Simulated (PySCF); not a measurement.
# C30H12F10O: the cost of one run

Computed with PySCF 2.14.0 and routines of our own; the level stands in each step. Atoms count from 0.

### 1 The starting structure

53 atoms, charge 0, multiplicity 1; geometry from: GFN2-xTB.

### 2 Electronic excitations: TDA LC-wPBE/6-31G*

What the job is given:

```
{"job": {"kind": "uv", "basis": "6-31G*", "grid": 1, "kgrid": 0, "vcut": 1.5, "nstates": 5, "ntriplets": 2, "tda": true, "delta": ["ip_vertical"], "pop": false, "xc": "LC-wPBE"}, "charge": 0, "multiplicity": 1}
F     -7.288904     1.825129     3.462365
C     -6.769840     1.268416     2.368701
C     -5.526331     0.646694     2.419974
F     -4.848484     0.600491     3.569237
C     -4.992781     0.073780     1.271527
F     -3.806363    -0.538698     1.367530
C     -5.664061     0.101079     0.047688
C     -5.065934    -0.475860    -1.170024
C     -5.815404    -1.269468    -2.035255
C     -5.231065    -1.773416    -3.183917
C     -3.906607    -1.509653    -3.477124
C     -3.148177    -0.731651    -2.606428
O     -1.859480    -0.453388    -2.957601
C     -0.899476    -0.352860    -1.979371
C     -0.906540    -1.153220    -0.841424
C      0.125003    -1.061006     0.070015
C      1.186236    -0.179845    -0.129053
C      2.277342    -0.098480     0.852140
C      2.015563    -0.199969     2.217842
C      3.045474    -0.140638     3.137752
C      4.352756     0.025705     2.719503
C      4.630331     0.142354     1.359698
C      6.015438     0.341283     0.896327
C      7.071757    -0.433949     1.376649
F      6.833534    -1.405943     2.263785
C      8.378931    -0.250677     0.939215
F      9.361020    -1.019673     1.415159
C      8.663110     0.735805     0.000076
F      9.913199     0.920644    -0.424675
C      7.629832     1.525775    -0.493791
F      7.888897     2.478678    -1.392458
C      6.329939     1.321804    -0.045818
F      5.365318     2.114719    -0.526919
C      3.592878     0.076241     0.435824
C      1.185307     0.609793    -1.278305
C      0.155917     0.527365    -2.194947
C     -3.732616    -0.206857    -1.459991
C     -6.913499     0.723054     0.027896
F     -7.601282     0.799614    -1.115500
C     -7.465537     1.303974     1.164322
F     -8.657106     1.901105     1.100582
H     -6.843503    -1.500138    -1.806293
H     -5.813440    -2.385222    -3.855515
H     -3.441596    -1.897272    -4.369598
H     -1.713435    -1.852442    -0.677937
H      0.119100    -1.708117     0.933912
H      0.997004    -0.309661     2.557876
H      2.828626    -0.221810     4.191693
H      5.150149     0.081285     3.443955
H      3.813549     0.122401    -0.619539
H      1.987074     1.313551    -1.445543
H      0.154644     1.137505    -3.085011
H     -3.147958     0.428793    -0.812047
```

With the program's defaults for keys left out, this is: TDA LC-wPBE/6-31G*, vertical, gas phase, core orbitals frozen in the response, virtual orbitals cut by energy.

Command:

```console
$ OMP_NUM_THREADS=4 python large_run.py task.json out
```

This one command runs all jobs of the session in turn.

Q: Estimate the wall time and peak memory of this first job on 4 threads of Arm Neoverse V1, shared host.

About 2.6 min, with a peak of 3.1 GiB.
